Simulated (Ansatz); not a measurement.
**ClGeH3O2: molecular dynamics**

Aim: follow the molecule's vibrations and see whether its bonds hold. The start is relaxed first. Runs: 300 steps of 0.5 fs at constant energy, with velocities drawn for 200 K. SMILES of the start: [OH][GeH]([OH])[Cl].

All numbers below are computed with Ansatz 0.2.0 (RKS PBE/def2-SVP).

### 1 The starting structure

Bond lengths: Ge1–O2 1.770 Å, O2–H3 1.010 Å, Ge1–O4 1.770 Å, O4–H5 1.010 Å, Ge1–H6 1.549 Å, Ge1–Cl7 2.218 Å. Angles: Ge1–O2–H3 109.5°, O2–Ge1–O4 109.4°, O2–Ge1–H6 109.5°, O2–Ge1–Cl7 109.5°, O4–Ge1–H6 109.5°, O4–Ge1–Cl7 109.5°, H6–Ge1–Cl7 109.5°, Ge1–O4–H5 109.5°.

Coordinates:

```xyz
7

Ge    0.0000    0.0000    0.0000
O     0.0000    0.0000    1.7700
H    -0.9095   -0.2814    2.1071
O     1.6691    0.0000   -0.5894
H     1.9855   -0.9521   -0.7061
H    -0.7300    1.2648   -0.5162
Cl   -1.0456   -1.8115   -0.7393
```

### 2 Relaxing the start

File input.yaml:

```yaml
crystal:
  periodic: [false, false, false]
  atoms:
    - { symbol: Ge, position_ang: [0.0, 0.0, 0.0] }
    - { symbol: O, position_ang: [0.0, 0.0, 1.77] }
    - { symbol: H, position_ang: [-0.9095, -0.2814, 2.1071] }
    - { symbol: O, position_ang: [1.6691, 0.0, -0.5894] }
    - { symbol: H, position_ang: [1.9855, -0.9521, -0.7061] }
    - { symbol: H, position_ang: [-0.73, 1.2648, -0.5162] }
    - { symbol: Cl, position_ang: [-1.0456, -1.8115, -0.7393] }
basis:
  gaussian: { orbitals: def2-SVP }
hamiltonian:
  xc: pbe
relax:
  f_tol: 0.02
  max_steps: 40
```

Run with:

```sh
$ ansatz run input.yaml --threads 1 --pin off --max-ram 2048MiB --backend cpu --events-out ev --progress --plain --runs-dir out
```

Standard output (excerpt; [...] marks lines left out):

```text
Warning: RAYON_NUM_THREADS=1 ignored (pool sized by the plan → 1); use --threads N
[...]
Functional definition: PBE
[...]
1006 factors; their error is unknown
[...]
mean field -73153.80479094 eV, -2688.3527406373 hartree, gradient 1.4e-5 eV, S^2 0.000000; 0 other end points of the search recorded, 0 dependent functions left out
[...]
reference -73153.80482147 eV, -2688.3527417592 hartree; 34, 34 occupied and 59, 59 virtual orbitals, 1006 factors
relax step   1: F+E_penalty+E_count = -73153.80479094 eV  Δ(F+E_penalty+E_count) = +0.000e0 eV  max|allowed force component| = 1.390e0 eV/Å  Δτ_max = 0.0000 Å  (27 SCF iters, accepted)
[...]
relax step   4: F+E_penalty+E_count = -73153.90018515 eV  Δ(F+E_penalty+E_count) = -7.879e-3 eV  max|allowed force component| = 7.948e-2 eV/Å  Δτ_max = 0.0566 Å  (25 SCF iters, accepted)
[...]
relax step   7: F+E_penalty+E_count = -73153.91429717 eV  Δ(F+E_penalty+E_count) = -7.176e-3 eV  max|allowed force component| = 4.769e-2 eV/Å  Δτ_max = 0.0648 Å  (28 SCF iters, accepted)
[...]
relax step  10: F+E_penalty+E_count = -73153.91976226 eV  Δ(F+E_penalty+E_count) = -2.195e-3 eV  max|allowed force component| = 1.216e-1 eV/Å  Δτ_max = 0.0494 Å  (25 SCF iters, accepted)
[...]
relax step  13: F+E_penalty+E_count = -73153.92231746 eV  Δ(F+E_penalty+E_count) = -1.038e-3 eV  max|allowed force component| = 2.430e-2 eV/Å  Δτ_max = 0.0375 Å  (24 SCF iters, accepted)
[...]
relax step  14: F+E_penalty+E_count = -73153.92256979 eV  Δ(F+E_penalty+E_count) = -2.523e-4 eV  max|allowed force component| = 8.307e-2 eV/Å  Δτ_max = 0.0454 Å  (25 SCF iters, accepted)
[...]
relax step  15: F+E_penalty+E_count = -73153.92276749 eV  Δ(F+E_penalty+E_count) = -1.977e-4 eV  max|allowed force component| = 3.766e-3 eV/Å  Δτ_max = 0.0049 Å  (27 SCF iters, accepted)
1006 factors; their error is unknown
mean field -73153.92276749 eV, -2688.3570761953 hartree, gradient 6.7e-5 eV, S^2 0.000000; 1 other end points of the search recorded, 0 dependent functions left out
[...]
reference -73153.92279730 eV, -2688.3570772910 hartree; 34, 34 occupied and 59, 59 virtual orbitals, 1006 factors
Total energy: -73153.92279730 eV, -2688.3570772910 hartree
Atom 0 at    -0.079757     0.041615    -0.091581 Å, force     0.001212     0.001723     0.003766 eV/Å
Atom 1 at    -0.010511     0.043009     1.694374 Å, force     0.000589     0.003218    -0.002841 eV/Å
Atom 2 at    -0.627988    -0.625728     2.048187 Å, force    -0.001705    -0.002622     0.002949 eV/Å
Atom 3 at     1.574138    -0.085389    -0.729682 Å, force    -0.001889     0.000518    -0.001338 eV/Å
Atom 4 at     2.078116    -0.776384    -0.258418 Å, force     0.000735    -0.000702    -0.000292 eV/Å
Atom 5 at    -0.674019     1.320201    -0.704471 Å, force     0.001823     0.001380    -0.000451 eV/Å
Atom 6 at    -1.290480    -1.697524    -0.632309 Å, force    -0.000765    -0.003515    -0.001793 eV/Å
Dipole moment:    -0.027414    -0.098089     0.202624 e Å
```

Run time: 40 s. Hardware: 1 thread of Arm Neoverse V2, shared host; peak memory 0.13 GiB.

The steps of the relaxation:

```
step  energy from step 1 (eV)  largest force component (eV/Å)
   1                   0.0000                          1.3901
   2                  -0.0702                          0.6976
   3                  -0.0875                          0.2981
   4                  -0.0954                          0.0795
   5                  -0.1023                          0.2738
  6x                  -0.0957                          0.8367
   7                  -0.1095                          0.0477
  8x                  -0.1087                          0.4735
   9                  -0.1128                          0.0372
  10                  -0.1150                          0.1216
 11x                  -0.1145                          0.2156
  12                  -0.1165                          0.0652
  13                  -0.1175                          0.0243
  14                  -0.1178                          0.0831
  15                  -0.1180                          0.0038
```

Step 1 is the start. 3 steps were tried and not accepted (6, 8, 11; marked x where the table lists them).

After: Bond lengths: Ge1–O2 1.787 Å, O2–H3 0.977 Å, Ge1–O4 1.777 Å, O4–H5 0.977 Å, Ge1–H6 1.537 Å, Ge1–Cl7 2.187 Å. Angles: Ge1–O2–H3 109.7°, O2–Ge1–O4 108.8°, O2–Ge1–H6 114.4°, O2–Ge1–Cl7 105.6°, O4–Ge1–H6 106.0°, O4–Ge1–Cl7 111.7°, H6–Ge1–Cl7 110.4°, Ge1–O4–H5 111.0°.

### 3 Dynamics

300 steps of 0.5 fs at constant energy, with velocities drawn for 200 K, from the relaxed start.

File input.yaml:

```yaml
crystal:
  periodic: [false, false, false]
  atoms:
    - { symbol: Ge, position_ang: [-0.079757, 0.041615, -0.091581] }
    - { symbol: O, position_ang: [-0.010511, 0.043009, 1.694374] }
    - { symbol: H, position_ang: [-0.627988, -0.625728, 2.048187] }
    - { symbol: O, position_ang: [1.574138, -0.085389, -0.729682] }
    - { symbol: H, position_ang: [2.078116, -0.776384, -0.258418] }
    - { symbol: H, position_ang: [-0.674019, 1.320201, -0.704471] }
    - { symbol: Cl, position_ang: [-1.29048, -1.697524, -0.632309] }
basis:
  gaussian: { orbitals: def2-SVP }
hamiltonian:
  xc: pbe
md:
  timestep: 0.5
  n_steps: 300
  ensemble: nve
  temperature: 200.0
  initial_velocities: maxwell_boltzmann
  seed: 887223
```

Run with:

```sh
$ ansatz run input.yaml --threads 1 --pin off --max-ram 2048MiB --backend cpu --events-out ev --progress --plain --runs-dir out
```

Standard output (excerpt; [...] marks lines left out):

```text
Warning: RAYON_NUM_THREADS=1 ignored (pool sized by the plan → 1); use --threads N
[...]
[... 1 set-up line as earlier in the session ...]
[...]
1006 factors; their error is unknown
[...]
mean field -73153.92276411 eV, -2688.3570760713 hartree, gradient 1.3e-5 eV, S^2 0.000000; 0 other end points of the search recorded, 0 dependent functions left out
[...]
reference -73153.92279374 eV, -2688.3570771600 hartree; 34, 34 occupied and 59, 59 virtual orbitals, 1006 factors
md step     0: t =     0.00 fs  T =   200.0 K  F+E_penalty+E_count = -73153.92276411 eV  E_kin = 0.129260 eV  conserved = -73153.79350411 eV  (27 SCF iters)
[...]
md step    20: t =    10.00 fs  T =    92.7 K  F+E_penalty+E_count = -73153.85317594 eV  E_kin = 0.059905 eV  conserved = -73153.79327053 eV  (28 SCF iters)
[...]
md step    40: t =    20.00 fs  T =   100.6 K  F+E_penalty+E_count = -73153.85810870 eV  E_kin = 0.065003 eV  conserved = -73153.79310586 eV  (28 SCF iters)
[...]
md step    60: t =    30.00 fs  T =    88.8 K  F+E_penalty+E_count = -73153.85065546 eV  E_kin = 0.057361 eV  conserved = -73153.79329489 eV  (28 SCF iters)
[...]
md step    80: t =    40.00 fs  T =    83.0 K  F+E_penalty+E_count = -73153.84708859 eV  E_kin = 0.053656 eV  conserved = -73153.79343264 eV  (28 SCF iters)
md step    81: t =    40.50 fs  T =    80.5 K  F+E_penalty+E_count = -73153.84543783 eV  E_kin = 0.052023 eV  conserved = -73153.79341503 eV  (28 SCF iters)
```

### 4 The output, continued: dynamics from the start

The log, continued (excerpt; [...] marks lines left out):

```text
md step    82: t =    41.00 fs  T =    74.6 K  F+E_penalty+E_count = -73153.84155664 eV  E_kin = 0.048216 eV  conserved = -73153.79334059 eV  (28 SCF iters)
[...]
md step   108: t =    54.00 fs  T =   114.1 K  F+E_penalty+E_count = -73153.86720474 eV  E_kin = 0.073762 eV  conserved = -73153.79344310 eV  (27 SCF iters)
[...]
md step   134: t =    67.00 fs  T =    69.8 K  F+E_penalty+E_count = -73153.83835823 eV  E_kin = 0.045098 eV  conserved = -73153.79326015 eV  (28 SCF iters)
[...]
md step   160: t =    80.00 fs  T =    93.1 K  F+E_penalty+E_count = -73153.85350537 eV  E_kin = 0.060193 eV  conserved = -73153.79331198 eV  (27 SCF iters)
[...]
md step   184: t =    92.00 fs  T =   142.4 K  F+E_penalty+E_count = -73153.88528859 eV  E_kin = 0.092046 eV  conserved = -73153.79324229 eV  (26 SCF iters)
md step   185: t =    92.50 fs  T =   153.7 K  F+E_penalty+E_count = -73153.89267979 eV  E_kin = 0.099361 eV  conserved = -73153.79331878 eV  (26 SCF iters)
```

### 5 The log goes on: dynamics from the start

The log, continued (excerpt; [...] marks lines left out):

```text
md step   186: t =    93.00 fs  T =   163.9 K  F+E_penalty+E_count = -73153.89933170 eV  E_kin = 0.105931 eV  conserved = -73153.79340107 eV  (26 SCF iters)
[...]
md step   207: t =   103.50 fs  T =   115.8 K  F+E_penalty+E_count = -73153.86816471 eV  E_kin = 0.074819 eV  conserved = -73153.79334597 eV  (25 SCF iters)
[...]
md step   228: t =   114.00 fs  T =    96.6 K  F+E_penalty+E_count = -73153.85554994 eV  E_kin = 0.062455 eV  conserved = -73153.79309524 eV  (27 SCF iters)
[...]
md step   249: t =   124.50 fs  T =   137.7 K  F+E_penalty+E_count = -73153.88241911 eV  E_kin = 0.088991 eV  conserved = -73153.79342763 eV  (28 SCF iters)
[...]
md step   299: t =   149.50 fs  T =   113.1 K  F+E_penalty+E_count = -73153.86639981 eV  E_kin = 0.073119 eV  conserved = -73153.79328045 eV  (28 SCF iters)
[...]
md step   300: t =   150.00 fs  T =   104.3 K  F+E_penalty+E_count = -73153.86063197 eV  E_kin = 0.067394 eV  conserved = -73153.79323772 eV  (28 SCF iters)
Total energy: -73153.86066179 eV, -2688.3547938532 hartree
Atom 0 at    -0.094715     0.053680    -0.063448 Å, force     0.447467    -0.550065     0.338184 eV/Å
Atom 1 at     0.010694     0.121743     1.743439 Å, force    -0.312439    -0.349551    -0.424149 eV/Å
Atom 2 at    -0.540321    -0.589853     2.141889 Å, force     0.204313     0.235571    -0.148606 eV/Å
Atom 3 at     1.532228    -0.178179    -0.777533 Å, force    -0.481692     0.730832     0.068158 eV/Å
Atom 4 at     1.815529    -1.074543    -0.566125 Å, force     0.339113    -0.609893     0.105124 eV/Å
Atom 5 at    -0.688976     1.314921    -0.643086 Å, force    -0.139699     0.437514    -0.155829 eV/Å
Atom 6 at    -1.245091    -1.708292    -0.686156 Å, force    -0.057063     0.105591     0.217117 eV/Å
Dipole moment:    -0.108788    -0.145935     0.162831 e Å
```

Run time: 11 min. Hardware: 1 thread of Arm Neoverse V2, shared host; peak memory 0.13 GiB.

### 6 Frames and traces

The trajectory, every 16 steps (energies from step 0):

```
time (fs)  T (K)  potential energy change (meV/atom)  total energy change (meV/atom)
      0.0    200                                 0.0                            0.00
      8.0    123                                 7.1                            0.02
     16.0    111                                 8.2                            0.03
     24.0    132                                 6.3                            0.02
     32.0     86                                10.6                            0.02
     40.0     83                                10.8                            0.01
     48.0    103                                 9.0                            0.03
     56.0     92                                10.0                            0.03
     64.0     56                                13.4                            0.04
     72.0    143                                 5.3                            0.01
     80.0     93                                 9.9                            0.03
     88.0     99                                 9.3                            0.04
     96.0    147                                 5.0                            0.05
    104.0    105                                 8.8                            0.04
    112.0    107                                 8.6                            0.03
    120.0    115                                 7.9                            0.04
    128.0     89                                10.3                            0.05
    136.0     47                                14.2                            0.06
    144.0     91                                10.1                            0.04
    150.0    104                                 8.9                            0.04
```

time (fs), T (K) and a bar:
```
      0.0        200 ##############################
      6.5        123 ###############
     13.0         80 ######
     19.5        101 ###########
     26.0        106 ############
     32.5         76 ######
     39.0         77 ######
     45.5        100 ##########
     52.0         89 ########
     58.5         56 ##
     65.0         47 
     71.5        145 ###################
     78.5        114 #############
     85.0         91 #########
     91.5        132 #################
     98.0        136 ##################
    104.5         94 #########
    111.0        113 #############
    117.5        134 #################
    124.0        133 #################
    130.5         87 ########
    137.0         47 
    143.5         94 #########
    150.0        104 ###########
```

Maxima of the velocity power spectrum (cm⁻¹, relative height; resolution about 440 cm⁻¹): 720 (100), 2110 (43), 3720 (13).

### 7 Positions and forces

Positions (Å) and forces (eV/Å):

```xyz
7
time_fs=19.0 T=104 dE=0.0624
Ge   -0.084    0.040   -0.117    0.092    0.517    0.360
O     0.007    0.006    1.696    0.027    0.263   -0.640
H    -0.491   -0.772    1.999   -0.178   -0.143    0.099
O     1.618   -0.047   -0.671   -0.157   -0.303    0.112
H     2.105   -0.713   -0.129   -0.240    0.336   -0.223
H    -0.761    1.305   -0.793    0.430   -0.519    0.390
Cl   -1.312   -1.693   -0.607    0.026   -0.150   -0.098
7
time_fs=37.5 T=61 dE=0.0902
Ge   -0.075    0.039   -0.120   -0.469    0.562   -0.501
O     0.007   -0.019    1.629    0.178    0.294    0.914
H    -0.496   -0.763    1.990   -0.233   -0.234    0.111
O     1.607   -0.019   -0.640    0.775   -0.490    0.014
H     2.136   -0.562   -0.003   -0.352    0.307   -0.420
H    -0.606    1.402   -0.689   -0.011   -0.540    0.083
Cl   -1.330   -1.699   -0.592    0.111    0.102   -0.200
7
time_fs=56.0 T=92 dE=0.0701
Ge   -0.074    0.042   -0.126    0.344   -0.581    0.832
O     0.006   -0.033    1.690    0.159    0.348   -0.740
H    -0.666   -0.675    1.973   -0.177   -0.166    0.108
O     1.637   -0.016   -0.666   -0.141   -0.312    0.511
H     2.160   -0.489    0.034   -0.373    0.294   -0.495
H    -0.778    1.217   -0.777   -0.014    0.409   -0.123
Cl   -1.337   -1.699   -0.593    0.203    0.008   -0.093
7
time_fs=75.0 T=122 dE=0.0504
Ge   -0.070    0.035   -0.110   -0.065   -0.629    0.314
O    -0.004   -0.016    1.669    0.236    0.263    0.107
H    -0.760   -0.509    2.031   -0.124   -0.123    0.009
O     1.599   -0.019   -0.691    0.539   -0.378    0.351
H     2.169   -0.510   -0.050   -0.291    0.186   -0.381
H    -0.634    1.261   -0.757   -0.413    0.637   -0.294
Cl   -1.326   -1.696   -0.604    0.118    0.043   -0.106
7
time_fs=94.0 T=173 dE=0.0172
Ge   -0.076    0.029   -0.094   -0.048    0.357   -0.248
O    -0.001    0.031    1.676   -0.022   -0.075    0.458
H    -0.779   -0.426    2.055    0.116    0.022   -0.039
O     1.586   -0.044   -0.716    0.029   -0.083   -0.001
H     2.131   -0.717   -0.260   -0.126    0.042   -0.014
H    -0.690    1.329   -0.668    0.067   -0.166   -0.064
Cl   -1.304   -1.692   -0.626   -0.016   -0.097   -0.093
7
time_fs=112.5 T=102 dE=0.0633
Ge   -0.085    0.033   -0.085   -0.126    0.676    0.203
O     0.013    0.075    1.737   -0.231   -0.155   -0.746
H    -0.735   -0.440    2.113    0.182    0.130   -0.126
O     1.575   -0.082   -0.738   -0.392    0.112    0.088
H     1.960   -0.935   -0.468    0.184   -0.138    0.062
H    -0.760    1.288   -0.786    0.400   -0.470    0.449
Cl   -1.282   -1.696   -0.655   -0.019   -0.155    0.070
7
time_fs=131.0 T=86 dE=0.0739
Ge   -0.087    0.043   -0.062   -0.378    0.430   -1.026
O     0.015    0.109    1.684   -0.205   -0.271    1.099
H    -0.635   -0.461    2.148    0.198    0.139   -0.178
O     1.528   -0.134   -0.745    0.186    0.542   -0.282
H     1.927   -1.002   -0.612    0.149   -0.491    0.153
H    -0.605    1.422   -0.616    0.069   -0.557    0.087
Cl   -1.263   -1.710   -0.677   -0.019    0.208    0.146
7
time_fs=150.0 T=104 dE=0.0621
Ge   -0.095    0.054   -0.063    0.448   -0.550    0.338
O     0.011    0.122    1.743   -0.312   -0.350   -0.424
H    -0.540   -0.590    2.142    0.204    0.236   -0.149
O     1.532   -0.178   -0.777   -0.482    0.731    0.068
H     1.815   -1.075   -0.566    0.339   -0.610    0.105
H    -0.689    1.315   -0.643   -0.140    0.438   -0.156
Cl   -1.245   -1.708   -0.686   -0.057    0.106    0.217
```

### 8 Summary of results

```
                          quantity                         value
           relaxation of the start      11 moves, 0.118 eV lower
                            length           300 steps of 0.5 fs
  temperature, first and last step                 200 and 104 K
          temperature, second half  mean 108 K, from 44 to 173 K
     potential energy, second half    +9 meV/atom from the start
largest change of the total energy                 0.07 meV/atom
            bonds formed or broken                             0
```

**Reading.** The temperature starts at 200 K and averages 108 K in the second half, where it ranges from 44 to 173 K. About half is expected from a start at a minimum: kinetic energy passes into potential energy until both shares match. The total energy strays from its start by at most 0.07 meV/atom, 0.7 % of the mean kinetic energy, so a step of 0.5 fs is short enough over this time. The bonds all hold. A run of 150 fs with 7 atoms shows the motion but fixes no equilibrium value. The nuclei move classically, without zero-point motion, which matters most for hydrogen.
